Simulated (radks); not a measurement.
# Li⁺ in [He]: an all-electron calculation

Aim: the levels, the sizes of the orbitals and the parts of the energy of the lithium ion Li+.

Method: non-relativistic Kohn-Sham, BP86, spin-unpolarised, spherical densities, point nucleus. Code: radks (a radial shooting solver on a logarithmic mesh, Libxc functionals) version 1.

## (1) Starting point

* element: lithium (Z = 3)
* charge: +1
* electrons: 2
* configuration: [He]

Outer shells as boxes (Hund's rule):

Li⁺
```
1s [↑↓]
```

## (2) The run

The run's settings:

```text
Z 3
configuration [He]
relativity non-relativistic
functional b88,p86
spin unpolarised
nucleus point
```

Launch:

```console
$ python run_ks.py task.json out
```

This one command runs every case of the session in turn.

**Question.** What will this run give?

**Answer**, as computed:

| quantity | value |
| --- | --- |
| total energy | -7.27646 hartree |
| exchange-correlation share of it | 23.15 % |
| −T/E | 0.9944 |
| highest occupied level | 1s, -60.561 eV |
| most extended occupied level | 1s, <r> = 0.577 bohr |
| radius at density 0.001 e/bohr³ | 1.85 bohr |
| maxima of the radial density | 1 |
| ionisation energy, NIST | 75.640 (theory) eV |

**Reading.** The radial density shows 1 maxima for 1 occupied principal shells. −T/E = 0.9944, near the virial value of 1. Minus the highest eigenvalue, 60.561 eV, is 80 % of the tabulated ionisation energy (75.640 eV); the potential of a semilocal functional falls off too fast, so its top eigenvalue is too shallow. 
